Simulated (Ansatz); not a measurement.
## two structures of Nb: a comparison of enthalpies under pressure, step by step

Computed with the Python package of Ansatz (0.2.0).

Notebook, run cell by cell (the value of a cell's last expression is shown):

**Cell 1**
```python
import csv
import warnings

import ansatz as az
import numpy as np
```

**Cell 2**
```python
def bcc(a_site, a):
    return az.Crystal.bcc(a_site, a=a)
```

**Cell 3**
```python
def fcc(first, a):
    return (
        az.Lattice.fcc(a)
        .space_group(225)
        .atom(first, (0, 0, 0))
        .primitive()
    )


def compute(name, crystal, pressure=0.0):
    calc = (
        crystal.calculation()
        .pseudopotentials('nc')
        .functional('PBEsol')
        .kpoints(spacing=0.39)
        .occupations('gaussian', width=0.05)
    )
    calc = calc.relax(force_tolerance=0.02, max_steps=60, cell=True, pressure=pressure)
    return calc.run(threads=1)


def volume_per_atom(outcome):
    return abs(np.linalg.det(outcome.lattice.cell_ang)) / len(outcome.lattice.sites)
```

**Cell 4**
```python
warnings.simplefilter('ignore', az.DeckWarning)
```

**Cell 5**
```python
phases = {}
phases['bcc'] = bcc('Nb', 3.33)
phases['fcc'] = fcc('Nb', 4.19)

# enthalpy per atom at each pressure
pressures = [0, 5, 10, 20]
enthalpy, volume = {name: [] for name in phases}, {name: [] for name in phases}
for p in pressures:
    for name, crystal in phases.items():
        o = compute(name, crystal, pressure=p)
        volume[name].append(volume_per_atom(o))
        enthalpy[name].append(o.report['energy_sigma0_ev'] / len(o.lattice.sites) + p * volume[name][-1] / 160.21766)
gap = np.array(enthalpy['fcc']) - np.array(enthalpy['bcc'])
rows = [(p, va, vb, 1000 * d) for p, va, vb, d in zip(pressures, volume['bcc'], volume['fcc'], gap)]
with open('transition.csv', 'w', newline='') as handle:
    writer = csv.writer(handle)
    writer.writerow(['P (GPa)', 'V bcc (A^3/atom)', 'V fcc (A^3/atom)', 'H(fcc) - H(bcc) (meV/atom)'])
    writer.writerows([round(v, 4) if isinstance(v, float) else v for v in row] for row in rows)
print(open('transition.csv').read())
crossings = [p0 - g0 * (p1 - p0) / (g1 - g0) for p0, p1, g0, g1 in zip(pressures, pressures[1:], gap, gap[1:]) if g0 * g1 < 0]
print('crossing near', [round(float(p), 1) for p in crossings], 'GPa') if crossings else print('no crossing in this range')
```
Output:
```text
P (GPa),V bcc (A^3/atom),V fcc (A^3/atom),H(fcc) - H(bcc) (meV/atom)
0,17.5617,18.076,286.8978
5,17.068,17.6179,302.4543
10,16.5809,17.2154,321.259
20,15.7945,16.4888,363.9114

no crossing in this range
```

Reading the output:
- The settings weren't tested for convergence.
- At a fixed pressure a relaxation lowers the enthalpy F + PV, while F alone can rise.
- Only these two structures are compared, at zero temperature and with their symmetry kept; either may be hypothetical, and another phase may be lower than both. Differences under about 40 meV an atom lie within the error of mesh and functional.
- The cells are prototypes set up for this calculation and needn't exist.
- Wall time of the script: 61 s on 1 thread of Arm Neoverse V1 (shared host), peak memory 0.25 GiB.
